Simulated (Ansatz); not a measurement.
# SnH₂Br radical (SMILES [Br][SnH2]): a rigid scan of the angle Br1–Sn2–H3

How does the energy rise as the angle Br1–Sn2–H3 leaves its equilibrium value, and do density functionals follow CCSD(T)? No other atom is relaxed.

The runs use Ansatz 0.2.0, Gaussian basis; single points in def2-TZVPP.

Levels: PBE-D4, r2SCAN-D4, PBE0-D4, B3LYP-D4, wB97M-V, Hartree-Fock, MP2, CCSD, CCSD(T). The scan takes 87.4, 91.9, 96.4, 100.9, 105.4, 109.9, 114.4, 118.9, 123.4°.

Cores are frozen in the correlated methods. Filled d shells of the heavier atoms are correlated. Core potentials replace the inner electrons past krypton, and spin-orbit coupling is left out. Orbitals are unrestricted. B3LYP uses VWN-RPA correlation.

19 further runs of the same task are left out: 19 set aside as unsound or not needed.

## Step 1: Starting geometry

The minimum, relaxed at PBE0-D4: SMILES `[Br][SnH2]`, 4 atoms, charge 0, spin multiplicity 2.

Atoms are counted from 1 here; the program's logs count them from 0.

Bond lengths: Br1–Sn2 2.493 Å, Sn2–H3 1.723 Å, Sn2–H4 1.723 Å. Angles: Br1–Sn2–H3 105.4°, Br1–Sn2–H4 105.4°, H3–Sn2–H4 111.2°.

Geometry (Å):

```xyz
4
charge 0, multiplicity 2
Br   -1.97416    0.42628   -0.67094
Sn    0.42313   -0.19218   -0.37957
H     0.42671   -1.49942    0.74307
H     1.17982    1.20501    0.28714
```

Energies of the minimum (eV), from earlier single points: PBE-D4 -75899.87908, r2SCAN-D4 -75912.36551, PBE0-D4 -75902.61621, B3LYP-D4 -75913.53250, wB97M-V -75905.07652, CCSD(T) -75853.42063.

At the minimum the angle Br1–Sn2–H3 is 105.4°.

## Step 2: Br1–Sn2–H3 = 87.4°

ccsdt-tzvpp/in.yaml reads:

```yaml
crystal:
  periodic: [false, false, false]
  atoms:
    - {symbol: Br, position_ang: [-2.059792, -0.159063, -0.159526]}
    - {symbol: Sn, position_ang: [0.423135, -0.192178, -0.379569]}
    - {symbol: H, position_ang: [0.426711, -1.499416, 0.743066]}
    - {symbol: H, position_ang: [1.179820, 1.205010, 0.287145]}
basis:
  gaussian: {orbitals: def2-TZVPP}
magnetization: {spin_polarized: true, initial_magnetization: 1}
correlation: {method: ccsd_t}
scf: {omitted_lower_state_checks: [cluster_reference]}
```

No record of the launch command was kept for these runs.

Further steps of the session: Br1–Sn2–H3 = 91.9°; Br1–Sn2–H3 = 96.4°; Br1–Sn2–H3 = 100.9°; Br1–Sn2–H3 = 105.4°; Br1–Sn2–H3 = 109.9°; Br1–Sn2–H3 = 114.4°; Br1–Sn2–H3 = 118.9°; Br1–Sn2–H3 = 123.4°.

**Question.** What will these runs give? Wanted: highest point, CCSD(T); lowest point, CCSD(T); minimum along the scan, CCSD(T); RMS deviation from CCSD(T); largest T1 diagnostic.

As calculated:

| quantity | value |
| --- | --- |
| highest point, CCSD(T) | 4.1 kcal/mol at 87.4° |
| lowest point, CCSD(T) | 0.0 kcal/mol at 105.4° |
| minimum along the scan, CCSD(T) | 105.7° |
| curvature there | 0.95 meV/deg² |
| RMS deviation from CCSD(T) | PBE-D4 0.3, r2SCAN-D4 0.2, PBE0-D4 0.1, B3LYP-D4 0.1, wB97M-V 0.1, Hartree-Fock 0.4, MP2 0.0, CCSD 0.1 kcal/mol |
| largest T1 diagnostic | 0.014 |

In words: A polynomial through the near points puts the CCSD(T) minimum 0.3° above the PBE0-D4 value. Curvature against CCSD(T): PBE-D4 -10 %, Hartree-Fock +16 %. The curve of MP2 lies nearest to CCSD(T), that of Hartree-Fock farthest.
